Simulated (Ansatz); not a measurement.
Ta4O:

```
Ta O
1.0
     3.25750    0.00000    0.00000
     0.00000    3.25750    0.00000
     0.00000    0.00000    7.40934
Ta O
4 1
Direct
  0.00000 0.00000 0.00000
  0.50000 0.50000 0.21684
  0.50000 0.50000 0.78316
  0.00000 0.00000 0.50000
  0.50000 0.50000 0.50000
```

The cell comes from a database or a generator and needn't be the stable form of this composition.

Base run:

| Item | Value |
| --- | --- |
| Program | Ansatz 0.2.0 |
| Functional | PBEsol |
| Potentials or basis | Ansatz PAW |
| Cutoff | 420 eV (not typed: the program's choice for these potentials) |
| k mesh | 8 × 8 × 4 |
| Occupations | fermi-dirac, width 0.05 eV |
| Spin | no spin polarisation |

Its results: band gap on the k mesh none (metal or under the smearing width); pressure -8.1 GPa; largest force 0.023 eV/Å.

Question: The run is repeated on the same cell with these changes: hubbard terms from none to Ta d U = 1 eV; hubbard projectors from none to ortho-atomic (the default). What comes out?

Answer: Band gap on the k mesh none (metal or under the smearing width); pressure -7.3 GPa; largest force 0.130 eV/Å.

Caveats: spin-orbit coupling is left out, which moves the levels of the heavy elements; the PAW data sets come from PBE, with cores solved anew for the run's functional, which leaves a small shift of forces and pressure; U without spin polarisation on a metal has little footing (some runs).
